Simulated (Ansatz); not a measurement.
# C2H5BOS: up Jacob's ladder to CCSD(T)

An exercise on one series of results from a longer session: the logs are not shown, and one member is left open.

Program: Ansatz 0.2.0, Gaussian basis. Level of theory: functionals in def2-TZVPP, the program's frozen cores in correlated methods. These are calculated values, not measurements.

The runs, in order: PBE-D4, r2SCAN-D4, PBE0-D4, B3LYP-D4, ωB97X-V, ωB97M-V, B2PLYP; CCSD(T)/def2-TZVPP; MP2/def2-QZVPP; extrapolation to the limit.

## The geometry

The geometry comes from an earlier relaxation with PBE0-D4 in a triple-zeta def2 set; it is a stationary point, not always the lowest conformer.

10 atoms, charge 0, spin multiplicity 1.

Atoms are counted from 1 here; the program's logs count them from 0.

Bond lengths: O1–C2 1.217 Å, C2–B3 1.596 Å, C2–H6 1.114 Å, B3–C4 1.564 Å, B3–S5 1.994 Å, B3–H7 1.194 Å, C4–S5 1.837 Å, C4–H8 1.085 Å, C4–H9 1.086 Å, S5–H10 1.364 Å. Angles: O1–C2–B3 124.8°, O1–C2–H6 117.3°, B3–C2–H6 117.8°, C2–B3–C4 113.9°, C2–B3–S5 106.7°, C2–B3–H7 121.9°, C4–B3–S5 60.8°, C4–B3–H7 121.4°, S5–B3–H7 114.3°, B3–C4–S5 71.3°, B3–C4–H8 121.6°, B3–C4–H9 120.7°, S5–C4–H8 111.0°, S5–C4–H9 109.0°, H8–C4–H9 113.4°, B3–S5–C4 48.0°, B3–S5–H10 87.5°, C4–S5–H10 94.9°.

Set-up of the first run:

Input file in.yaml:

```yaml
crystal:
  periodic: [false, false, false]
  atoms:
    - {symbol: O, position_ang: [-1.642946, -0.846155, 0.843965]}
    - {symbol: C, position_ang: [-1.187176, 0.280052, 0.781694]}
    - {symbol: B, position_ang: [0.296983, 0.637386, 0.315821]}
    - {symbol: C, position_ang: [0.684961, 0.040197, -1.076562]}
    - {symbol: S, position_ang: [1.303083, -1.082533, 0.240144]}
    - {symbol: H, position_ang: [-1.875996, 1.124104, 1.014728]}
    - {symbol: H, position_ang: [0.907349, 1.543648, 0.796815]}
    - {symbol: H, position_ang: [-0.044870, -0.461943, -1.703746]}
    - {symbol: H, position_ang: [1.531314, 0.433225, -1.631348]}
    - {symbol: H, position_ang: [0.110399, -1.719181, 0.421387]}
basis:
  gaussian: {orbitals: def2-TZVPP}
hamiltonian: {xc: pbe, dispersion: d4}
output: {forces: true, orbitals: {seedname: orbitals}}
```

On the command line:

```console
$ ansatz run in.yaml --threads 4 --pin off --events-out ev --progress --plain --max-ram 10444MiB
```

Among the steps run: PBE-D4 (GGA); r2SCAN-D4 (meta-GGA); PBE0-D4 (hybrid); B3LYP-D4 (hybrid); ωB97X-V (range-separated); ωB97M-V (range-separated); B2PLYP (double hybrid); CCSD(T) in def2-TZVPP; MP2 in def2-QZVPP.

One table of the session follows, with a row left open; its other results are not shown here.

It belongs to the step «Atomisation energies». 

| method | atomisation energy (kJ/mol) |
| --- | --- |
| PBE-D4 | 3978.7 |
| r2SCAN-D4 | 3880.5 |
| PBE0-D4 | 3881.6 |
| B3LYP-D4 | 3841.6 |
| ωB97X-V | 3851.8 |
| ωB97M-V | 3865.3 |
| B2PLYP | ? |
| HF/def2-TZVPP | 2729.4 |
| MP2/def2-TZVPP | 3824.9 |
| CCSD/def2-TZVPP | 3654.8 |
| CCSD(T)/def2-TZVPP | 3730.9 |
| MP2/CBS | 3923.2 |
| CCSD(T)/CBS | 3829.2 |

**Question.** Estimate the row for B2PLYP.

As computed: atomisation energy (kJ/mol): 3801.7. In the column «atomisation energy (kJ/mol)» it lies between CCSD(T)/def2-TZVPP (3730.9) and MP2/def2-TZVPP (3824.9).
